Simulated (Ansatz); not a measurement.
# Al3CrN4: the cost of one run

Method: DFT PBE, scalar-relativistic, plane waves, PAW, in Ansatz 0.2.0.

1 further run of the same task is left out (set aside as unsound or not needed).

### 1 The structure to begin with

The structure is cubic, space group P-43m (No. 215). Conventional cell: a = 4.436 Å, b = 4.436 Å, c = 4.436 Å, α = 90.00°, β = 90.00°, γ = 90.00°. Al (site symmetry -42m) has 4 N at 1.91 Å as nearest neighbours. Around Cr (site symmetry -43m) lie 4 N at 1.95 Å. Around N (site symmetry 3m) lie 3 Al at 1.91 Å and 1 Cr at 1.95 Å.

Structure file:

```
CELL_PARAMETERS angstrom
4.43618 0.00000 0.00000
0.00000 4.43618 0.00000
0.00000 0.00000 4.43618
ATOMIC_POSITIONS crystal
Al 0.00000 0.50000 0.50000
Al 0.50000 0.00000 0.50000
Al 0.50000 0.50000 0.00000
Cr 0.00000 0.00000 0.00000
N 0.25430 0.25430 0.74570
N 0.25430 0.74570 0.25430
N 0.74570 0.25430 0.25430
N 0.74570 0.74570 0.74570
```

It is the end of an earlier relaxation with the same method, from a generated guess; it needn't be the stable form of this composition. At a tolerance of 0.05 Å it has space group P-43m (No. 215); it has 10.91 Å³/atom, an uncorrected energy of -0.95 eV/atom over the elements.

### 2 Electronic structure at the relaxed geometry

Contents of input.yaml:

```yaml
crystal:
  lattice:
    - [4.4361792715, 0.0, 0.0]
    - [0.0, 4.4361792715, 0.0]
    - [0.0, 0.0, 4.4361792715]
  atoms:
    - { symbol: Al, position: [0.0, 0.5, 0.5] }
    - { symbol: Al, position: [0.5, 0.0, 0.5] }
    - { symbol: Al, position: [0.5, 0.5, 0.0] }
    - { symbol: Cr, position: [0.0, 0.0, 0.0], spin: 2.38 }
    - { symbol: "N", position: [0.2542966833, 0.2542966833, 0.7457033167] }
    - { symbol: "N", position: [0.2542966833, 0.7457033167, 0.2542966833] }
    - { symbol: "N", position: [0.7457033167, 0.2542966833, 0.2542966833] }
    - { symbol: "N", position: [0.7457033167, 0.7457033167, 0.7457033167] }
basis:
  ecutwfc: 420
kpoints:
  mp_grid: { grid: [8, 8, 8] }
  band_path:
    path:
      - [[0.0, 0.0, 0.0], [0.0, 0.5, 0.0], [0.5, 0.5, 0.0], [0.0, 0.0, 0.0], [0.5, 0.5, 0.5], [0.0, 0.5, 0.0]]
      - [[0.5, 0.5, 0.5], [0.5, 0.5, 0.0]]
    npoints: 14
hamiltonian:
  xc: pbe
scf:
  occupations: { method: gaussian, width: 0.1 }
  n_extra_bands: 20
output:
  forces: true
  stress: true
  eigenvalues: true
  populations: true
  dos: { projected: true, de: 0.02, nscf_kmesh: { grid: [10, 10, 10] } }
  bader: true
magnetization:
  spin_polarized: true
checkpoint:
  read: start.run
  write: ck
  compress: false
  write_wavefunctions: false
  write_every: 100000
```

The run is started by

```
$ ansatz run input.yaml --threads 1 --pin off --max-ram 2560MiB --backend cpu --events-out ev --progress --plain --runs-dir out
```

Q: Estimate wall time and peak memory on 1 thread of Intel Xeon Platinum 8259CL at 2.50GHz (Skylake/Cascade Lake), shared host.

About 3.1 min, with a peak of 0.59 GiB.
